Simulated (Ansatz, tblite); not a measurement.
# The cluster Be₉H₂₆O₉: a ladder of methods and basis sets

One table from this session's results is given with a row withheld; the runs are named, their logs left out.

Method: as each input shows; program: Ansatz 0.2.0, Gaussian basis.

The runs, in order: GFN1-xTB, GFN2-xTB, PBE-D4/def2-TZVP, r2SCAN-D4/def2-TZVP, LDA/def2-TZVP, LC-ωPBE/def2-TZVP, B2PLYP/def2-TZVP, PBE-D4/def2-SVP, PBE0-D4/def2-SVP, HF/6-31G, B3LYP-D4/6-31G, MP2/def2-TZVP, RPA/def2-TZVP.

## The geometry

The geometry is that of the singlet, from an earlier relaxation (r2SCAN-D4/def2-SVP, loosely relaxed).

44 atoms, charge 0, spin multiplicity 1.

Bond lengths: Be1–O10 1.691 Å, Be1–O11 1.660 Å, Be1–O13 1.811 Å, Be1–H19 1.378 Å, Be2–O10 1.605 Å, Be2–O12 1.932 Å, Be2–O14 1.713 Å, Be2–H20 1.373 Å, Be3–O13 1.665 Å, Be3–O14 1.828 Å, Be3–O15 1.763 Å, Be3–H21 1.368 Å, Be4–O11 1.598 Å, Be4–O16 1.637 Å, Be4–H23 1.376 Å, Be5–O13 1.568 Å, Be5–O17 1.717 Å, Be5–H24 1.351 Å and more. Angles: O10–Be1–O11 105.0°, O10–Be1–O13 100.2°, O10–Be1–H19 116.5°, O11–Be1–O13 102.7°, O11–Be1–H19 118.6°, O13–Be1–H19 111.3°, O10–Be2–O12 89.4°, O10–Be2–O14 104.7°, O10–Be2–H20 130.5°, O12–Be2–O14 106.8°, O12–Be2–H20 105.9°, O14–Be2–H20 114.5°, O13–Be3–O14 85.7°, O13–Be3–O15 103.9°, O13–Be3–H21 133.9°, O14–Be3–O15 101.8°, O14–Be3–H21 120.2°, O15–Be3–H21 106.4° and more.

PBE0-D4/def2-TZVP was run before; its log isn't repeated, and its numbers join the tables.

Set-up of the first run:

Tight binding, by tblite at 300 K electronic temperature and without a spin-polarisation term:

```python
tblite.interface.Calculator('GFN1-xTB', numbers, positions, charge=0, uhf=0).singlepoint()
```

Tight binding, by tblite at 300 K electronic temperature and without a spin-polarisation term:

```python
tblite.interface.Calculator('GFN2-xTB', numbers, positions, charge=0, uhf=0).singlepoint()
```

start.molden holds the orbitals of an earlier run on this state, given as this run's starting guess.

in.yaml reads:

```yaml
crystal:
  periodic: [false, false, false]
  atoms:
    - {symbol: Be, position_ang: [-1.526738, -2.033715, -0.654394]}
    - {symbol: Be, position_ang: [-1.791701, 0.554030, -1.966285]}
    - {symbol: Be, position_ang: [-1.654897, 0.275866, 0.755278]}
    - {symbol: Be, position_ang: [0.768652, -1.640523, -2.437113]}
    - {symbol: Be, position_ang: [-0.041918, -1.971332, 1.594570]}
    - {symbol: Be, position_ang: [0.455303, 0.006226, -0.221546]}
    - {symbol: Be, position_ang: [0.502861, 1.956106, 1.926709]}
    - {symbol: Be, position_ang: [1.847756, 0.136769, 2.475107]}
    - {symbol: Be, position_ang: [-0.245590, 0.391887, 3.479228]}
    - {symbol: O, position_ang: [-2.402740, -0.850135, -1.486117]}
    - {symbol: O, position_ang: [-0.349807, -2.525530, -1.717272]}
    - {symbol: O, position_ang: [-0.636412, -0.390166, -3.194195]}
    - {symbol: O, position_ang: [-0.605697, -0.992788, 0.507140]}
    - {symbol: O, position_ang: [-0.811075, 1.069580, -0.659322]}
    - {symbol: O, position_ang: [-0.956790, 1.139728, 2.123827]}
    - {symbol: O, position_ang: [1.365572, -0.542245, -1.380125]}
    - {symbol: O, position_ang: [0.586170, -0.963755, 2.835099]}
    - {symbol: O, position_ang: [1.380053, 0.814541, 0.960758]}
    - {symbol: H, position_ang: [-2.262189, -2.993513, 0.006743]}
    - {symbol: H, position_ang: [-2.359157, 1.573595, -2.690675]}
    - {symbol: H, position_ang: [-3.012587, 0.372136, 0.889806]}
    - {symbol: H, position_ang: [-2.092720, 3.687648, 0.936317]}
    - {symbol: H, position_ang: [1.568594, -2.026183, -3.487588]}
    - {symbol: H, position_ang: [0.288654, -3.268844, 1.770825]}
    - {symbol: H, position_ang: [3.415556, -2.059652, 0.702353]}
    - {symbol: H, position_ang: [-0.353839, 3.952751, -1.551421]}
    - {symbol: H, position_ang: [0.627872, 3.281079, 1.672925]}
    - {symbol: H, position_ang: [4.217050, -0.298207, -2.398584]}
    - {symbol: H, position_ang: [3.147545, -0.055959, 2.780631]}
    - {symbol: H, position_ang: [-0.756609, 0.411974, 4.726962]}
    - {symbol: H, position_ang: [1.090916, 1.312039, 3.248831]}
    - {symbol: H, position_ang: [-3.317477, -0.835189, -1.168948]}
    - {symbol: H, position_ang: [-2.765993, 3.348974, 0.831972]}
    - {symbol: H, position_ang: [-0.264585, -3.486293, -1.760614]}
    - {symbol: H, position_ang: [2.833695, -2.321857, 0.291649]}
    - {symbol: H, position_ang: [-1.296940, -1.046538, -3.493786]}
    - {symbol: H, position_ang: [-0.353222, 0.110538, -3.977297]}
    - {symbol: H, position_ang: [-0.877943, 3.579017, -1.958688]}
    - {symbol: H, position_ang: [-0.710522, 2.037239, -0.697541]}
    - {symbol: H, position_ang: [-1.697531, 1.706906, 2.407137]}
    - {symbol: H, position_ang: [3.765403, -0.795634, -2.756240]}
    - {symbol: H, position_ang: [2.287361, -0.312330, -1.549243]}
    - {symbol: H, position_ang: [0.878414, -1.570067, 3.541283]}
    - {symbol: H, position_ang: [2.165653, 1.246526, 0.583743]}
basis:
  gaussian: {orbitals: def2-TZVP, fitting: {mean_field: def2-universal-jkfit}, initial_orbitals: start.molden}
hamiltonian: {xc: pbe, dispersion: d4}
scf: {omitted_lower_state_checks: [starts]}
output: {orbitals: {seedname: orbitals}}
```

On the command line:

```
$ ansatz run in.yaml --threads 2 --pin off --events-out ev --progress --plain --max-ram 22528MiB --backend cuda --devices 0, --max-vram 18GiB
```

Among the steps run: PBE-D4/def2-TZVP; r2SCAN-D4/def2-TZVP; LDA/def2-TZVP; LC-ωPBE/def2-TZVP; B2PLYP/def2-TZVP; PBE-D4/def2-SVP; PBE0-D4/def2-SVP; HF/6-31G; B3LYP-D4/6-31G; MP2/def2-TZVP; RPA/def2-TZVP.

One of the session's tables, all rows but one given; the rest of the session is left out.

It belongs to the step «Binding energy». 

```
              level  binding an atom (eV)
           HF/6-31G                     ?
       HF/def2-TZVP                 2.576
      LDA/def2-TZVP                 3.931
    PBE-D4/def2-SVP                 3.541
   PBE-D4/def2-TZVP                 3.497
r2SCAN-D4/def2-TZVP                 3.507
     B3LYP-D4/6-31G                 3.458
   PBE0-D4/def2-SVP                 3.477
  PBE0-D4/def2-TZVP                 3.436
  LC-ωPBE/def2-TZVP                 3.437
      MP2/def2-TZVP                 3.385
```

**Question.** Estimate the row for HF/6-31G.

As computed: binding an atom (eV): 2.519. In the column «binding an atom (eV)» it is the lowest.

Limits of these values: Free atoms were run apart at each level; binding is atoms less cluster, divided by the number of atoms, without zero-point or spin-orbit terms.
